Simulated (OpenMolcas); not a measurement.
# Pt⁵⁺: CASSCF and CASPT2 terms and fine-structure levels

Wanted: the level scheme of Pt⁵⁺ from active-space wave functions, then second-order correlation under several settings.

The numbers are computed with OpenMolcas 26.06 (state-averaged CASSCF and CASPT2, spin-orbit coupling by RASSI with atomic mean-field integrals), except any that are marked as measured or tabulated.

### Step 1. The atom as given

```
Species                           : Pt⁵⁺ (platinum, Z = 78, 73 electrons)
Basis                             : ANO-R2 [8s6p5d3f1g], 81 functions
Scalar Hamiltonian                : X2C, finite nucleus
Inactive shells                   : 1s 2s 2p 3s 3p 3d 4s 4p 4d 4f 5s 5p
Active space                      : 5 electrons in 5 orbitals (5d)
Some configurations of this space : 5d5
Orbitals                          : optimised for the ground-state spin in each parity, averaged over all roots
```

Outer shells as boxes (Hund's rule):

5d5
```
5d [↑ ][↑ ][↑ ][↑ ][↑ ]
```

The work runs as a chain of OpenMolcas steps in one folder; each step below is one input file. Labels, J, g values, rates, χT and fits are worked out afterwards by a script from the matrices that RASSI stores.

### Step 2. One- and two-electron integrals

File a.inp:

```
&GATEWAY
Coord
1

Pt 0.0 0.0 0.0
Basis=ANO-R2
Group=XYZ
NoMove
AngMom=0.0 0.0 0.0
AMFI
&SEWARD
```

The run is started by

```sh
$ OMP_NUM_THREADS=1 MOLCAS_MEM=2252 MOLCAS_PROJECT=a pymolcas a.inp > a.log
```

### Step 3. CASSCF: sextets of even parity, 1 root

File a.inp:

```
&RASSCF
FileOrb=start.orb
Symmetry=1
Spin=6
nActEl=5 0 0
Inactive=15 19
Ras2=5 0
CIRoot=1 1 1
SDav=1
CIMx=300
Iter=120 100
PrWF=0.3
OrbListing=Nothing
MaxOrb=0
Atom
>>> COPY $Project.JobIph JOB001
```

start.orb holds the contracted functions of the basis, ordered by shell, or the orbitals of the step before.

### Step 4. CASSCF: quartets of even parity, 24 roots

File a.inp:

```
&RASSCF
FileOrb=start.orb
Symmetry=1
Spin=4
nActEl=5 0 0
Inactive=15 19
Ras2=5 0
CIRoot=24 24 1
SDav=24
CIMx=300
Iter=120 100
PrWF=0.3
OrbListing=Nothing
MaxOrb=0
Atom
CIOnly
>>> COPY $Project.JobIph JOB002
```

### Step 5. Reference wave functions, doublets of even parity, 75 roots

File a.inp:

```
&RASSCF
FileOrb=start.orb
Symmetry=1
Spin=2
nActEl=5 0 0
Inactive=15 19
Ras2=5 0
CIRoot=75 75 1
SDav=75
CIMx=300
Iter=120 100
PrWF=0.3
OrbListing=Nothing
MaxOrb=0
Atom
CIOnly
>>> COPY $Project.JobIph JOB003
```

### Step 6. State interaction with spin-orbit coupling

File a.inp:

```
&RASSI
NrOfJobIphs=3 1 24 75
1
1 2 3 4 5 6 7 8 9 10 11 12 13 14 15 16 17 18 19 20 21 22 23 24
1 2 3 4 5 6 7 8 9 10 11 12 13 14 15 16 17 18 19 20 21 22 23 24 25 26 27
28 29 30 31 32 33 34 35 36 37 38 39 40 41 42 43 44 45 46 47 48 49 50 51
52 53 54 55 56 57 58 59 60 61 62 63 64 65 66 67 68 69 70 71 72 73 74 75
IphNames
JOB001
JOB002
JOB003
EJob
SpinOrbit
DIPRint=1.0
SOCoupling=1000.0
Subsets=2
MEES
Property=10
'ANGMOM' 1 'ANGMOM' 2 'ANGMOM' 3 'MLTPL  1' 1 'MLTPL  1' 2 'MLTPL  1' 3
'AMFI' 1 'AMFI' 2 'AMFI' 3 'MLTPL  2' 6
SOProperty=3
'ANGMOM' 1 'ANGMOM' 2 'ANGMOM' 3
```

### Step 7. CASPT2: IPEA 0.5, imaginary shift 0.4 (closed shells correlated: 5s 5p)

File a.inp:

```
>>> COPY JOB001 $Project.JobIph
&CASPT2
Multistate=1 1
Frozen=14 16
IPEA=0.5
Imaginary=0.4
MaxIter=60
WThr=0.0 0.3 0.05
PrWF=0.5
NoMix
>>> COPY JOB002 $Project.JobIph
&CASPT2
Multistate=24 1 2 3 4 5 6 7 8 9 10 11 12 13 14 15 16 17 18 19 20 21 22
23 24
Frozen=14 16
IPEA=0.5
Imaginary=0.4
MaxIter=60
WThr=0.0 0.3 0.05
PrWF=0.5
NoMix
>>> COPY JOB003 $Project.JobIph
&CASPT2
Multistate=75 1 2 3 4 5 6 7 8 9 10 11 12 13 14 15 16 17 18 19 20 21 22
23 24 25 26 27 28 29 30 31 32 33 34 35 36 37 38 39 40 41 42 43 44 45 46
47 48 49 50 51 52 53 54 55 56 57 58 59 60 61 62 63 64 65 66 67 68 69 70
71 72 73 74 75
NoMult
Frozen=14 16
IPEA=0.5
Imaginary=0.4
MaxIter=60
WThr=0.0 0.3 0.05
PrWF=0.5
NoMix
```

### Step 8. CASPT2: IPEA 0.5, sigma1 regulariser 0.3 (closed shells correlated: none)

Changes to a.inp since step 7:

```diff
@@ -3,5 +3,5 @@
 Multistate=1 1
-Frozen=14 16
+Frozen=15 19
 IPEA=0.5
-Imaginary=0.4
+Sig1=0.3
 MaxIter=60
@@ -14,5 +14,5 @@
 23 24
-Frozen=14 16
+Frozen=15 19
 IPEA=0.5
-Imaginary=0.4
+Sig1=0.3
 MaxIter=60
@@ -28,5 +28,5 @@
 NoMult
-Frozen=14 16
+Frozen=15 19
 IPEA=0.5
-Imaginary=0.4
+Sig1=0.3
 MaxIter=60
```

### Step 9. CASPT2: IPEA 0.6, imaginary shift 0.15 (closed shells correlated: 5s 5p)

Changes to a.inp since step 8:

```diff
@@ -3,5 +3,5 @@
 Multistate=1 1
-Frozen=15 19
-IPEA=0.5
-Sig1=0.3
+Frozen=14 16
+IPEA=0.6
+Imaginary=0.15
 MaxIter=60
@@ -14,5 +14,6 @@
 23 24
-Frozen=15 19
-IPEA=0.5
-Sig1=0.3
+NoMult
+Frozen=14 16
+IPEA=0.6
+Imaginary=0.15
 MaxIter=60
@@ -28,5 +29,5 @@
 NoMult
-Frozen=15 19
-IPEA=0.5
-Sig1=0.3
+Frozen=14 16
+IPEA=0.6
+Imaginary=0.15
 MaxIter=60
```

(Steps that only read results are left out.)

What does the calculation give? Wanted: lowest level; first excited level; spin-orbit lowering of the lowest level; strongest of the lines computed, by gA.

As calculated:

| quantity | value |
| --- | --- |
| method | SS-CASPT2, IPEA 0.5, imaginary shift 0.4 (closed shells correlated: 5s 5p) |
| lowest level | 5d5 6S 5/2, 82 % of that term, g = 1.917 |
| ground level listed by NIST | 6S5/2 |
| first excited level | 5d5 4G 5/2 at 2.382 eV |
| spin-orbit lowering of the lowest level | 0.6899 eV |
| strongest of the lines computed, by gA (one parity, so forbidden lines), at CASSCF energies | 5d5 2H 11/2 → 5d5 2I 11/2, 428.9 nm, A = 8.86e+01 s⁻¹ |

Cost and accuracy by method:

```csv
method,time of its own steps,time with the reference,mean absolute difference from method B (cm-1)
A. CASSCF,30 s,30 s,6000
"B. SS-CASPT2, IPEA 0.5, imaginary shift 0.4, +5s 5p",23 s,53 s,0
"C. SS-CASPT2, IPEA 0.5, sigma1 regulariser 0.3, +none",12 s,42 s,920
"D. SS-CASPT2, IPEA 0.6, imaginary shift 0.15, +5s 5p",21 s,51 s,67
```

Times are of one thread on a shared host.

Second-order correlation (method B) scales the levels of the lowest configuration above 5000 cm⁻¹ by 0.88 to 0.94. Only the configurations of the active space and the roots asked for are present. The quartets, doublets rest on orbitals optimised for another spin in at least one step, which raises them against the optimised states. CASPT2 does not keep the components of a term degenerate, and the means are used. Only valence configurations of the active space appear, up to the ionisation limit; * or ° marks odd parity.
